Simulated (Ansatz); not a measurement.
# CH₆BrNSi: up Jacob's ladder to CCSD(T)

Aim: compute CH₆BrNSi with functionals from several rungs and with coupled cluster, and see how far each lands from CCSD(T) at the basis-set limit for the atomisation energy.

The runs use Ansatz 0.2.0, Gaussian basis; functionals in def2-TZVPP, the program's frozen cores in correlated methods.

Plan: LDA (SPW92), PBE-D4, revPBE-D4, BLYP-D4, r2SCAN-D4, B97M-V, PBE0-D4, B3LYP-D4, r2SCANh-D4, r2SCAN0-D4, HSE06-D4, BHLYP-D4, CAM-B3LYP-D4, LC-ωPBE, ωB97X-V, ωB97M-V, B2PLYP, PBE-QIDH; CCSD(T)/def2-SVP; CCSD(T)/def2-TZVPP; MP2/def2-QZVPP; extrapolation to the limit; RPA on PBE.

**1. Structure used throughout**

The geometry comes from an earlier relaxation with PBE0-D4 in a triple-zeta def2 set; it is a stationary point, not always the lowest conformer.

SMILES `C[SiH](N)Br`, 10 atoms, charge 0, spin multiplicity 1.

Atoms are counted from 1 here; the program's logs count them from 0.

Bond lengths: C1–Si2 1.854 Å, C1–H5 1.093 Å, C1–H6 1.093 Å, C1–H7 1.091 Å, Si2–N3 1.706 Å, Si2–Br4 2.254 Å, Si2–H8 1.480 Å, N3–H9 1.008 Å, N3–H10 1.008 Å. Angles: Si2–C1–H5 110.6°, Si2–C1–H6 110.2°, Si2–C1–H7 110.5°, H5–C1–H6 108.6°, H5–C1–H7 107.8°, H6–C1–H7 108.9°, C1–Si2–N3 110.1°, C1–Si2–Br4 106.8°, C1–Si2–H8 114.1°, N3–Si2–Br4 113.8°, N3–Si2–H8 107.5°, Br4–Si2–H8 104.6°, Si2–N3–H9 119.7°, Si2–N3–H10 119.4°, H9–N3–H10 110.6°.

**2. LDA**

This LDA is Slater exchange with PW92 correlation.

Contents of in.yaml:

```yaml
crystal:
  periodic: [false, false, false]
  atoms:
    - {symbol: C, position_ang: [-0.925623, 0.999368, -0.347108]}
    - {symbol: Si, position_ang: [-0.120002, -0.618315, 0.065480]}
    - {symbol: N, position_ang: [1.384293, -0.347794, 0.823318]}
    - {symbol: Br, position_ang: [0.027901, -1.781033, -1.860115]}
    - {symbol: H, position_ang: [-0.295190, 1.581655, -1.023603]}
    - {symbol: H, position_ang: [-1.092330, 1.581365, 0.562479]}
    - {symbol: H, position_ang: [-1.884001, 0.834315, -0.842509]}
    - {symbol: H, position_ang: [-0.922046, -1.480537, 0.962264]}
    - {symbol: H, position_ang: [2.038892, 0.301948, 0.415786]}
    - {symbol: H, position_ang: [1.871208, -1.122070, 1.247008]}
basis:
  gaussian: {orbitals: def2-TZVPP}
hamiltonian: {xc: lda}
output: {orbitals: {seedname: orbitals}}
```

The runs that follow: PBE-D4 (GGA); revPBE-D4 (GGA); BLYP-D4 (GGA); r2SCAN-D4 (meta-GGA); B97M-V (meta-GGA); PBE0-D4 (hybrid); B3LYP-D4 (hybrid); r2SCANh-D4 (hybrid); r2SCAN0-D4 (hybrid); HSE06-D4 (hybrid); BHLYP-D4 (hybrid); CAM-B3LYP-D4 (range-separated); LC-ωPBE-D4 (range-separated); ωB97X-V (range-separated); ωB97M-V (range-separated); B2PLYP (double hybrid); PBE-QIDH (double hybrid); CCSD(T) in def2-SVP; CCSD(T) in def2-TZVPP; MP2 in def2-QZVPP; RPA on PBE orbitals.

Before running them: what should the planned runs give, taken together? Wanted: atomisation energy, CCSD(T)/CBS; farthest beyond LDA; mean size of error, GGA; mean size of error, meta-GGA; mean size of error, hybrid; mean size of error, range-separated; mean size of error, double hybrid; gap, smallest and largest; T1 diagnostic.

**Answer**, as computed:

```
                               quantity                                                                                                        value
        atomisation energy, CCSD(T)/CBS                                                                                                    36.164 eV
    functionals within 0.362 eV (1.0 %)  PBE-D4, BLYP-D4, r2SCAN-D4, B97M-V, PBE0-D4, B3LYP-D4, r2SCANh-D4, HSE06-D4, CAM-B3LYP-D4, ωB97X-V, ωB97M-V
                    farthest beyond LDA                                                                                         BHLYP-D4 (-0.886 eV)
                mean size of error, GGA                                                                                                     0.369 eV
           mean size of error, meta-GGA                                                                                                     0.110 eV
             mean size of error, hybrid                                                                                                     0.362 eV
    mean size of error, range-separated                                                                                                     0.118 eV
      mean size of error, double hybrid                                                                                                     0.477 eV
              gap, smallest and largest                                                                        6.05 eV (BLYP-D4), 13.25 eV (LC-ωPBE)
                          T1 diagnostic                                                                                                       0.0083
triples share of the correlation energy                                                                                                        3.5 %
```

What this shows: LDA overbinds by 4.438 eV (12 %). PBE-D4 is off by +0.211 eV. Double hybrids carry the basis error of their MP2 part in triple zeta, and no dispersion term here, so their miss is partly the set-up's. The rungs meta-GGA, range-separated miss on average by less than the doubt on the reference (0.362 eV), so they tie. The reference freezes the cores and leaves out relativity and excitations past (T), and its outer-core shells are covered unevenly, so misses under about 0.362 eV can't be ranked. All levels share the lack of spin-orbit coupling, which lowers the free heavy atoms and so the true binding. Hartree-Fock recovers 73 % of the binding; the rest is correlation. CCSD(T) in def2-SVP is off by -2.639 eV, worse than the median functional, from the basis alone. The gap grows from 6.1 to 13.3 eV across the functionals, mostly with the share of exact exchange. Correlated methods include outer-core shells of Br, which these sets cover unevenly.
